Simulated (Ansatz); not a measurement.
Sc3Hg, space group Pm-3m, a convergence test of the k-point mesh

Program: the Python package of Ansatz (0.2.0).

`sc3hg_kconv.py`
```python
"""Convergence of Sc3Hg with the k-point mesh."""

import ansatz as az
from tabulate import tabulate

lattice = az.Lattice.of(
    [4.464651, 0.0, 0.0],
    [0.0, 4.464651, 0.0],
    [0.0, 0.0, 4.464651],
)
sites = [
    ("Sc", [0.0, 0.5, 0.5]),
    ("Sc", [0.5, 0.0, 0.5]),
    ("Sc", [0.5, 0.5, 0.0]),
    ("Hg", [0.0, 0.0, 0.0]),
]
structure = az.Crystal(lattice=lattice)
for symbol, position in sites:
    structure = structure.atom(symbol, position)

job = (
    structure.calculation()
    .functional(az.Functional.PBESOL)
    .basis(34 * az.Ry)
    .occupations("fermi_dirac", width=0.1)
    .forces()
    .stress()
)

rows = []
for value in [(2, 2, 2), (3, 3, 3), (4, 4, 4), (5, 5, 5), (6, 6, 6)]:
    rep = job.kpoints(*value).run(threads=1, backend="cpu").report
    rows.append((value, rep["free_energy_ev"] / len(rep["lattice"]["sites"]), rep["n_iterations"], sum(rep["stress_gpa"][i][i] for i in range(3)) / 3, max(abs(f) for row in rep["forces_ev_ang"] for f in row), rep["n_kpoints"]))

print(tabulate(rows, headers=["mesh", "F/atom (eV)", "iterations", "P (GPa)", "max force (eV/A)", "k-points"], floatfmt=".4f", tablefmt="grid"))

# the last row is the reference
for row in rows[:-1]:
    shift = 1000 * (row[1] - rows[-1][1])
    print(f"{row[0]}: {shift:+.2f} meV/atom" + ("  (within 5 meV)" if abs(shift) < 5 else ""))
```

```console
$ python sc3hg_kconv.py
+-----------+---------------+--------------+-----------+--------------------+------------+
| mesh      |   F/atom (eV) |   iterations |   P (GPa) |   max force (eV/A) |   k-points |
+===========+===============+==============+===========+====================+============+
| (2, 2, 2) |    -5000.8424 |            7 |   -3.0742 |             0.0000 |          4 |
+-----------+---------------+--------------+-----------+--------------------+------------+
| (3, 3, 3) |    -5000.8260 |            7 |   -2.6858 |             0.0000 |          4 |
+-----------+---------------+--------------+-----------+--------------------+------------+
| (4, 4, 4) |    -5000.8356 |            7 |   -2.6158 |             0.0000 |         10 |
+-----------+---------------+--------------+-----------+--------------------+------------+
| (5, 5, 5) |    -5000.8344 |            7 |   -2.5114 |             0.0000 |         10 |
+-----------+---------------+--------------+-----------+--------------------+------------+
| (6, 6, 6) |    -5000.8332 |            7 |   -2.4922 |             0.0000 |         20 |
+-----------+---------------+--------------+-----------+--------------------+------------+
(2, 2, 2): -9.12 meV/atom
(3, 3, 3): +7.19 meV/atom
(4, 4, 4): -2.37 meV/atom  (within 5 meV)
(5, 5, 5): -1.12 meV/atom  (within 5 meV)
```

From 4×4×4 on it stays within 5 meV an atom of the value at 6×6×6; the first row (2×2×2) is off by 9.1 meV and the last but one by 1.12 meV. This holds for F at a smearing of 0.1 eV; a narrower one needs a denser mesh. It goes up and down, since the sum over k-points isn't variational. The pressure moves from -3.07 to -2.49 GPa.

Notes:
- The run is spin-unpolarised.
- Forces vanish by symmetry here and test nothing.
- Pressure is positive in compression.
- Spin-orbit coupling, which matters for elements this heavy, is left out.
- The structure comes from a database of computed cells and needn't be a stable or known phase.
- Shifts are counted from the finest mesh, which is itself no proven limit.
- Timing: 10 s on 1 thread of Arm Neoverse V1, on a shared host, peak memory 0.44 GiB.

(Lines on the test bed's own set-up are left out of the output.)
